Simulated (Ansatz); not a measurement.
**W: stress in a strained cell**

Aim: deform W (equal xy, yz and zx engineering shear strains of +2 %) and compute stress, forces and field gradients with LAPW, PAW and all-electron datasets made for the crystal.

Computed with Ansatz 0.2.0 (DFT LDA, scalar-relativistic, unless a step's input says otherwise).

## (1) The structure to begin with

Symmetry: Fm-3m, No. 225, cubic system. The conventional cell has a = 4.060 Å, b = 4.060 Å, c = 4.060 Å, α = 90.00°, β = 90.00°, γ = 90.00°. Around W (site symmetry m-3m) lie 12 W at 2.87 Å.

Structure file:

```
W
1.0
     0.00000    2.03000    2.03000
     2.03000    0.00000    2.03000
     2.03000    2.03000    0.00000
W
1
Direct
  0.00000 0.00000 0.00000
```

## (2) The deformed structure

Space group Fm-3m before, R-3m after.

## (3) Full-potential LAPW

input.yaml reads:

```yaml
crystal:
  lattice:
    - [0.0406, 2.0503, 2.0503]
    - [2.0503, 0.0406, 2.0503]
    - [2.0503, 2.0503, 0.0406]
  atoms:
    - { symbol: W, position: [0.0, 0.0, 0.0] }
kpoints:
  mp_grid: { grid: [14, 14, 14] }
  band_path:
    path:
      - [0.0, 0.0, 0.0]
      - [0.5, 0.5, 0.5]
      - [0.2451701269, 0.5, 0.7548298731]
      - [-0.2451701269, 0.2451701269, 0.5]
      - [0.0, 0.0, 0.5]
      - [0.0, 0.0, 0.0]
      - [-0.3725850634, 0.0, 0.3725850634]
      - [0.0, 0.3725850634, 0.6274149366]
      - [0.0, 0.5, 0.5]
    npoints: 5
scf:
  occupations: { method: fermi_dirac, width: 0.05 }
hamiltonian:
  xc: lda
  pseudopotentials: { kind: all_electron, lapw: { basis_error: 0.00025 } }
output:
  forces: true
  stress: true
  eigenvalues: true
```

On the command line:

```sh
ansatz run input.yaml --threads 1 --pin off --max-ram 3072MiB --backend cpu --events-out ev --progress --plain --runs-dir out
```

## (4) Frozen-core PAW

input.yaml reads:

```yaml
crystal:
  lattice:
    - [0.0406, 2.0503, 2.0503]
    - [2.0503, 0.0406, 2.0503]
    - [2.0503, 2.0503, 0.0406]
  atoms:
    - { symbol: W, position: [0.0, 0.0, 0.0] }
kpoints:
  mp_grid: { grid: [14, 14, 14] }
scf:
  occupations: { method: fermi_dirac, width: 0.05 }
hamiltonian:
  xc: lda
  pseudopotentials: { kind: paw }
output:
  forces: true
  stress: true
  eigenvalues: true
  efg: { contact_densities: true }
  write_density: true
  write_potential: true
  elf: true
  volumetric_format: npy
```

## (5) Datasets made for this crystal

Changes to input.yaml since step 4:

```diff
@@ -13,3 +13,3 @@
   xc: lda
-  pseudopotentials: { kind: paw }
+  pseudopotentials: { kind: all_electron, datasets: crystal }
 output:
@@ -19,5 +19 @@
   efg: { contact_densities: true }
-  write_density: true
-  write_potential: true
-  elf: true
-  volumetric_format: npy
```

(Steps that only read results are left out.)

What does the calculation give? Wanted: pressure; largest shear or deviatoric stress.

**Answer**, as computed:

| quantity | value |
| --- | --- |
| pressure | LAPW -17.35, PAW -17.42, crystal datasets -17.34 GPa |
| largest shear or deviatoric stress (LAPW) | 1.51 GPa |

The largest part of the stress beyond the pressure is 1.51 GPa in size. No run of the undeformed cell stands beside it, so the pressure holds what the given cell had before the change. PAW: stress within 0.08 GPa of LAPW. Crystal datasets: stress within 0.01 GPa of LAPW. Spin-orbit coupling is left out, though the cell holds W; in elements this heavy it can shift bands and gaps by tenths of an eV.
